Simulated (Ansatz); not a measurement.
# BePd: stress in a strained cell

BePd is deformed so: zz strain of +1 %. What stress and forces result, by LAPW, PAW and all-electron datasets made for the crystal?

Method: DFT LDA, scalar-relativistic, in Ansatz 0.2.0.

### 1 The system as given

The structure is cubic, space group Pm-3m (No. 221). The conventional cell has a = 2.813 Å, b = 2.813 Å, c = 2.813 Å, α = 90.00°, β = 90.00°, γ = 90.00°. Be (site symmetry m-3m) is surrounded by 8 Pd at 2.44 Å. Around Pd (site symmetry m-3m) lie 8 Be at 2.44 Å.

Structure file:

```cif
data_structure
_symmetry_space_group_name_H-M 'Pm-3m'
_symmetry_Int_Tables_number 221
_cell_length_a 2.8130
_cell_length_b 2.8130
_cell_length_c 2.8130
_cell_angle_alpha 90.000
_cell_angle_beta 90.000
_cell_angle_gamma 90.000
_cell_volume 22.26
loop_
_atom_site_label
_atom_site_type_symbol
_atom_site_symmetry_multiplicity
_atom_site_Wyckoff_symbol
_atom_site_fract_x
_atom_site_fract_y
_atom_site_fract_z
_atom_site_occupancy
Be1 Be 1 a 0.00000 0.00000 0.00000 1
Pd1 Pd 1 b 0.50000 0.50000 0.50000 1
```

The file gives the conventional cell by its symmetry; the runs use the cell typed in the input.

Atoms are numbered in the order of the input: Be1, Pd2.

### 2 The deformed structure

Space group Pm-3m before, P4/mmm after.

### 3 All-electron LAPW

input.yaml reads:

```yaml
crystal:
  lattice:
    - [2.813, 0.0, 0.0]
    - [0.0, 2.813, 0.0]
    - [0.0, 0.0, 2.84113]
  atoms:
    - { symbol: Be, position: [0.0, 0.0, 0.0] }
    - { symbol: Pd, position: [0.5, 0.5, 0.5] }
kpoints:
  mp_grid: { grid: [12, 12, 12] }
  band_path:
    path:
      - [0.0, 0.0, 0.0]
      - [0.0, 0.5, 0.0]
      - [0.5, 0.5, 0.0]
      - [0.0, 0.0, 0.0]
      - [0.0, 0.0, 0.5]
      - [0.0, 0.5, 0.5]
      - [0.5, 0.5, 0.5]
      - [0.0, 0.0, 0.5]
      - [0.0, 0.5, 0.0]
    npoints: 5
scf:
  occupations: { method: fermi_dirac, width: 0.08 }
hamiltonian:
  xc: lda
  pseudopotentials: { kind: all_electron, lapw: { basis_error: 0.001 } }
output:
  forces: true
  stress: true
  eigenvalues: true
```

The run is started by

```bash
ansatz run input.yaml --threads 1 --pin off --max-ram 3072MiB --backend cpu --events-out ev --progress --plain --runs-dir out
```

### 4 PAW with frozen cores

input.yaml reads:

```yaml
crystal:
  lattice:
    - [2.813, 0.0, 0.0]
    - [0.0, 2.813, 0.0]
    - [0.0, 0.0, 2.84113]
  atoms:
    - { symbol: Be, position: [0.0, 0.0, 0.0] }
    - { symbol: Pd, position: [0.5, 0.5, 0.5] }
kpoints:
  mp_grid: { grid: [12, 12, 12] }
scf:
  occupations: { method: fermi_dirac, width: 0.08 }
hamiltonian:
  xc: lda
  pseudopotentials: { kind: paw }
output:
  forces: true
  stress: true
  eigenvalues: true
  efg: { contact_densities: true }
  write_density: true
  write_potential: true
  elf: true
  volumetric_format: npy
```

### 5 Datasets made for this crystal

Changes to input.yaml since step 4:

```diff
@@ -14,3 +14,3 @@
   xc: lda
-  pseudopotentials: { kind: paw }
+  pseudopotentials: { kind: all_electron, datasets: crystal }
 output:
@@ -20,5 +20 @@
   efg: { contact_densities: true }
-  write_density: true
-  write_potential: true
-  elf: true
-  volumetric_format: npy
```

(Steps that only read results are left out.)

**Question.** What will these runs give? Wanted: pressure; largest shear or deviatoric stress.

As calculated:

```
                                 quantity                                              value
                                 pressure  LAPW -9.61, PAW -9.58, crystal datasets -9.61 GPa
largest shear or deviatoric stress (LAPW)                                           0.26 GPa
```

The largest part of the stress beyond the pressure is 0.26 GPa in size, in the zz component; the atoms are carried along and not relaxed. No run of the undeformed cell stands beside it, so the pressure holds what the given cell had before the change. PAW: stress within 0.04 GPa of LAPW. Crystal datasets: stress within 0.01 GPa of LAPW.
